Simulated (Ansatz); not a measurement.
# MnS: the cost of one run

Program: Ansatz 0.2.0. Level of theory: DFT PBE+U (U_eff = 3.9 eV on Mn 3d), scalar-relativistic, plane waves, PAW. These are calculated values, not measurements.

The COD entry's cell or inner coordinates are ideal or old and differ from later refinements, so a difference from it is no clean test against experiment.

These runs use a low cutoff (300 eV) and a coarse mesh on purpose, to show what cheap settings give: their numbers aren't properties of the material.

**1. The system as given**

The structure is cubic, space group Fm-3m (No. 225). Conventional cell: a = 5.209 Å, b = 5.209 Å, c = 5.209 Å, α = 90.00°, β = 90.00°, γ = 90.00°. Around Mn (site symmetry m-3m) lie 6 S at 2.60 Å. S (site symmetry m-3m) is surrounded by 6 Mn at 2.60 Å.

Coordinates:

```xyz
2
Lattice="0.0000 2.6045 2.6045 2.6045 0.0000 2.6045 2.6045 2.6045 0.0000" Properties=species:S:1:pos:R:3 pbc="T T T"
Mn    0.0000    0.0000    0.0000
S     2.6045    2.6045    2.6045
```

Starting moments: Mn 5.00 μB.

**2. First run, at the start cell**

The input, input.yaml:

```yaml
crystal:
  lattice:
    - [0.0, 2.6045, 2.6045]
    - [2.6045, 0.0, 2.6045]
    - [2.6045, 2.6045, 0.0]
  atoms:
    - { symbol: Mn, position: [0.0, 0.0, 0.0], spin: 5.0 }
    - { symbol: S, position: [0.5, 0.5, 0.5] }
basis:
  ecutwfc: 300
  ecutrho_ratio: 4
kpoints:
  mp_grid: { grid: [5, 5, 5] }
hamiltonian:
  xc: pbe
  hubbard: { sites: [{ species: Mn, l: d, u_eff: 3.9 }] }
scf:
  occupations: { method: gaussian, width: 0.05 }
output:
  forces: true
  stress: true
  eigenvalues: true
  populations: true
  hubbard: { sites: [{ species: Mn, l: d }] }
magnetization:
  spin_polarized: true
```

Launch:

```console
$ ansatz run input.yaml --threads 1 --pin off --max-ram 2560MiB --backend cpu --events-out ev --progress --plain --runs-dir out
```

Q: Estimate wall time and peak memory on 1 thread of Arm Neoverse V1, shared host.

About 1.9 s, with a peak of 0.28 GiB.
